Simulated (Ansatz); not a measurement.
Crystal: AlBN.

```
CELL_PARAMETERS angstrom
2.64562 0.00000 0.00000
0.00000 2.64562 0.00000
0.00000 0.00000 5.40264
ATOMIC_POSITIONS crystal
Al 0.50000 0.50000 0.00000
B 0.50000 0.50000 0.50000
N 0.00000 0.00000 0.00000
```

The cell was built by a generator and needn't be a form met in nature.

Program: Ansatz 0.2.0. Alike in all runs: task single point; level HSE06 form with a typed share of exact exchange; potentials or basis Ansatz PAW; no spin polarisation; cell as given; k mesh 5 × 5 × 3; cutoff (eV) 420; smearing fermi-dirac 0.05 eV; the mesh is coarse, so values aren't converged.

Question: Order these runs on this cell by their pressure, lowest first.
A. share of exact exchange 0.5
B. share of exact exchange 0.1
C. share of exact exchange 0.3

Answer: A (-5.5 GPa), C (-3.4 GPa), B (-1.0 GPa).

Caveats: all runs use coarse meshes; the PAW data sets come from PBE, with cores solved anew for the run's functional, which leaves a small shift of forces and pressure; the thresholds are loose for stress.
